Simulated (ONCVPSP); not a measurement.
# Pseudopotential generation for cobalt: ONCV, PBEsol

Aim: build the potential from the settings below, then test how well it stands in for the atom: other configurations, scattering, ghost states and the plane-wave cutoff that it needs.

Program: ONCVPSP 4.0.1.1 (patched build). Reference atom: PBEsol, scalar-relativistic, spherical and spin-unpolarised. All values are calculated.

### 1 The atom and the settings

Typed settings, in words:

```json
{
  "element": "cobalt (Co, Z = 27)",
  "type": "optimised norm-conserving Vanderbilt (ONCV)",
  "frozen core": "[Ar]",
  "valence charge": "9",
  "reference configuration": "3d7 4s1 4p1",
  "partial waves": "4s: rc 1.95 bohr, ncon 4, nbas 8, qcut 4.1 1/bohr, 2 projectors, debl 3.1 Ha; 4p: rc 2.40 bohr, ncon 5, nbas 8, qcut 3.8 1/bohr, 2 projectors, debl 2.7 Ha; 3d: rc 1.00 bohr, ncon 5, nbas 10, qcut 13.3 1/bohr, 2 projectors, debl 0.4 Ha",
  "local potential": "polynomial inside 0.70 bohr (lpopt 5, dvloc0 0 Ha)",
  "core correction": "polynomial model core, fcfact 0.7"
}
```

The outer shells as boxes (Hund's rule for the drawing; the calculation is spin-unpolarised):

```
[Ar] core
3d [↑↓][↑↓][↑ ][↑ ][↑ ]
4s [↑ ]
4p [↑ ][  ][  ]
```

An earlier all-electron run gives the scale for the radii.

All-electron outer shells of the reference configuration (PBEsol, scalar-relativistic, ld1.x):

| shell | level (eV) | outermost node (bohr) | outermost maximum (bohr) |
| --- | --- | --- | --- |
| 3s | -103.99 | 0.31 | 0.67 |
| 3p | -67.37 | 0.28 | 0.68 |
| 3d | -10.03 | – | 0.66 |
| 4s | -6.63 | 0.96 | 2.26 |
| 4p | -2.12 | 1.05 | 3.09 |

### 2 Generating the potential

Co.dat

```
# ATOM AND REFERENCE CONFIGURATION
# atsym  z   nc   nv     iexc    psfile
  Co 27.00    5    3  -116133      upf
#
#   n    l    f
    1    0    2.00
    2    0    2.00
    2    1    6.00
    3    0    2.00
    3    1    6.00
    3    2    7.00
    4    0    1.00
    4    1    1.00
#
# PSEUDOPOTENTIAL AND OPTIMIZATION
# lmax
    2
#
#   l,   rc,      ep,       ncon, nbas, qcut
    0    1.95    0.00    4    8    4.10
    1    2.40    0.00    5    8    3.80
    2    1.00    0.00    5   10   13.30
#
# LOCAL POTENTIAL
# lloc, lpopt,  rc(5),   dvloc0
    4    5    0.70    0.00
#
# VANDERBILT-KLEINMAN-BYLANDER PROJECTORs
# l, nproj, debl
    0    2    3.10
    1    2    2.70
    2    2    0.40
#
# MODEL CORE CHARGE
# icmod, fcfact, rcfact
    1    0.70    0.00
#
# LOG DERIVATIVE ANALYSIS
# epsh1, epsh2, depsh
   -2.00    5.00    0.02
#
# OUTPUT GRID
# rlmax, drl
    6.00    0.01
#
# TEST CONFIGURATIONS
# ncnf
    4
# nvcnf
#   n    l    f
    3
    3    2    7.00
    4    0    2.00
    4    1    0.00
#
    3
    3    2    7.00
    4    0    1.00
    4    1    0.00
#
    3
    3    2    7.00
    4    0    0.00
    4    1    0.00
#
    3
    3    2    6.00
    4    0    2.00
    4    1    0.00
#
```

Command:

```
$ oncvpsp.x < Co.dat > Co.out
```

Before running it: what results should come out? Wanted: cutoffs for 1 and 0.1 mHa per electron, occupied waves; bound ghosts; GHOST(+) flags; largest test error; largest phase difference near zero energy, channels read; rms error of d²Exc/dn², without and with the model core.

The runs gave:

| quantity | value |
| --- | --- |
| cutoffs for 1 and 0.1 mHa per electron, occupied waves | 83 Ha and 234 Ha |
| bound ghosts | s at -295.18 eV, p at -8.05 eV |
| GHOST(+) flags | s at 150 eV |
| largest test error (AE − PS) | -243 meV, for 3d6 4s2 4p0 (1 test unsolved) |
| largest phase difference near zero energy, channels read | 3.120 rad |
| rms error of d²Exc/dn², without and with the model core | 7.56 and 1.61 mHa |

A bound ghost (s, p) makes it unfit for use: electrons would fall into a state below the valence levels of that channel. The worst test, 3d6 4s2 4p0, is off by 243 meV on 10.8 eV; by total energies transferability rates as poor. Of the tests 1 gave no usable result, which is a warning in itself. The potential is very hard: the looser tolerance needs 83 Ha. The 3d wave sets it; 4s needs 5 Ha. Near zero energy the largest phase difference is 3.12 rad, in the p channel. The pseudo curves have a pole that the atom lacks: p at -0.29 Ha. The program also flags highly localised states, GHOST(+) (s). These are tests on the free atom; a crystal test is still owed.
